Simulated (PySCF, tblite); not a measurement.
# C₄H₅NS₂+ (doublet): geometry, infrared bands and EPR parameters

Wanted: the infrared bands and EPR parameters of C₄H₅NS₂+ (doublet) (`C[S+]c1cncs1`), by calculation.

Computed with tblite 0.8.0 and PySCF 2.14.0, with density-fitted response routines of our own, on a single molecule in the gas phase. Atoms count from 0, in the outputs and in this text.

### 1 Starting geometry

12 atoms, charge 1, multiplicity 2; geometry from: force field or distance geometry start.

Bonds of the start (Å): C0–S1 1.79, S1–C2 1.80, C2–C3 1.38, C3–N4 1.29, N4–C5 1.29, C5–S6 1.83, S6–C2 1.82, C0–H7 1.13, C0–H8 1.11, C0–H9 1.11, C3–H10 1.11, C5–H11 1.07.

### 2 Relaxing the molecule with GFN2-xTB

Job settings and geometry (Å):

```
{"job": {"kind": "relax", "xc": "GFN2-xTB", "basis": "xTB"}, "charge": 1, "multiplicity": 2}
C     -2.567300    -0.274300     0.243800
S     -1.390400     0.337700     1.440700
C      0.319300     0.108300     0.933600
C      1.085300     0.990600     0.206700
N      2.298500     0.642100    -0.060900
C      2.830400    -0.482800     0.282500
S      1.461200    -1.288800     1.188200
H     -3.598800     0.161500     0.393900
H     -2.235200     0.050000    -0.768600
H     -2.676700    -1.380900     0.241700
H      0.645500     1.962600    -0.105300
H      3.829300    -0.826600     0.084200
```

Launch:

```bash
OMP_NUM_THREADS=1 python probes_run.py task.json out
```

The driver reads the jobs from task.json and runs them one after another.

**Question.** This job is followed by: GFN2-xTB harmonic vibrations, gas phase; UKS B3LYP, pcH-1 on C H N S, non-relativistic, mean-field spin-orbit, GIAO. What will the session give for the following? strongest single infrared mode (GFN2-xTB); zero-point energy (GFN2-xTB); g(iso) (B3LYP); ⟨S²⟩; largest a(iso) (averaged by class).

**Answer**, as computed:

| quantity | value |
| --- | --- |
| strongest single infrared mode (GFN2-xTB) | 1406 cm⁻¹, 76 km/mol |
| zero-point energy (GFN2-xTB) | 50.4 kcal/mol |
| g(iso) (B3LYP) | 2.00722 |
| ⟨S²⟩ | 0.761 (exact 0.75) |
| largest a(iso) (averaged by class) | 13C on C5, 28.1 MHz |

Over 112 steps the energy fell by 1.136 eV; of the close pairs, C5–S6 changed most, 1.829 to 1.715 Å. All 30 modes are real, so the xTB geometry is a minimum. The strongest single mode, at 1406 cm⁻¹, moves mainly N4. Unscaled tight-binding wavenumbers are off by several per cent, some by more. Its intensities can rank the bands wrongly. The largest share of the spin, 0.48 e, sits on S1. The isotropic g lies 4.9 ppt above the free-electron value. The conformer search found further structures of the same energy, which may be mirror or relabelled copies of this one.
